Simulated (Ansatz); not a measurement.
Geometry optimisation, Ansatz 0.2.0, DFT PBEsol, scalar-relativistic, plane waves, PAW.

input.yaml

```yaml
accuracy: low
crystal:
  lattice:
    - [0.0, 3.889, 3.889]
    - [3.889, 0.0, 3.889]
    - [3.889, 3.889, 0.0]
  atoms:
    - { symbol: Mg, position: [0.0, 0.0, 0.0] }
    - { symbol: O, position: [0.25, 0.25, 0.25] }
    - { symbol: Mg, position: [0.0, 0.0, 0.5] }
    - { symbol: O, position: [0.25, 0.25, 0.75] }
    - { symbol: Mg, position: [0.0, 0.5, 0.0] }
    - { symbol: O, position: [0.25, 0.75, 0.25] }
    - { symbol: Mg, position: [0.0, 0.5, 0.5] }
    - { symbol: O, position: [0.25, 0.75, 0.75] }
    - { symbol: Mg, position: [0.5, 0.0, 0.0] }
    - { symbol: O, position: [0.75, 0.25, 0.25] }
    - { symbol: Mg, position: [0.5, 0.0, 0.5] }
    - { symbol: O, position: [0.75, 0.25, 0.75] }
    - { symbol: Mg, position: [0.5, 0.5, 0.0] }
    - { symbol: O, position: [0.75, 0.75, 0.25] }
    - { symbol: Mg, position: [0.5, 0.5, 0.5] }
    - { symbol: O, position: [0.75, 0.75, 0.75] }
    - { symbol: H, position: [0.3806355, 0.8687157, 0.3926656], spin: 1.0 }
magnetization:
  spin_polarized: true
basis:
  ecutwfc: 420.0
kpoints:
  mp_grid: { grid: [2, 2, 2] }
hamiltonian:
  xc: pbesol
  pseudopotentials: { kind: paw, azcp: { folder: soft_1 } }
scf:
  occupations: { method: fermi_dirac, width: 0.05 }
  lower_state_search: "off"
relax:
  f_tol: 0.08
  max_steps: 25
  adjacent_minimum: "off"
```

Launched with:

```bash
$ ansatz run input.yaml --threads 1 --pin off --max-ram 3072MiB --backend cpu --events-out ev --progress --plain --runs-dir out
```

Q: Where does it end, and by what steps?

A: It converged. The threshold is loose, so the end isn't yet a minimum. The force dipped under the threshold on the way, but the program's further checks kept it going. Limits of this set-up: coarse k mesh, PAW files made for another functional, low accuracy level. After 3 steps the energy has fallen by 0.356 eV; H17 moved furthest, 0.08 Å.

| step | energy less start (eV) | largest force component (eV/Å) | accepted |
| --- | --- | --- | --- |
| 0 | 0.0000 | 1.478 | yes |
| 1 | -0.2334 | 0.827 | yes |
| 2 | -0.3557 | 0.067 | yes |
| 3 | -0.3557 | 0.067 | yes |

```xyz
17
Lattice="0.0000 3.8890 3.8890 3.8890 0.0000 3.8890 3.8890 3.8890 0.0000" Properties=species:S:1:pos:R:3
Mg 0.007 -0.001 0.005
O 1.986 1.909 1.984
Mg 1.952 1.943 -0.006
O 3.890 3.895 1.945
Mg 1.941 -0.001 1.940
O 3.852 1.910 3.850
Mg 3.897 1.954 1.939
O 5.876 3.934 3.848
Mg -0.001 1.945 1.948
O 1.947 3.894 3.888
Mg 1.954 3.901 1.953
O 3.890 5.837 3.888
Mg 1.941 1.953 3.894
O 3.851 3.934 5.874
Mg 3.883 3.900 3.882
O 5.837 5.837 5.834
H 4.869 2.932 4.861
```

The run took 26 s on 1 thread of Arm Neoverse V2, with other jobs on the host, peak memory 0.44 GiB.
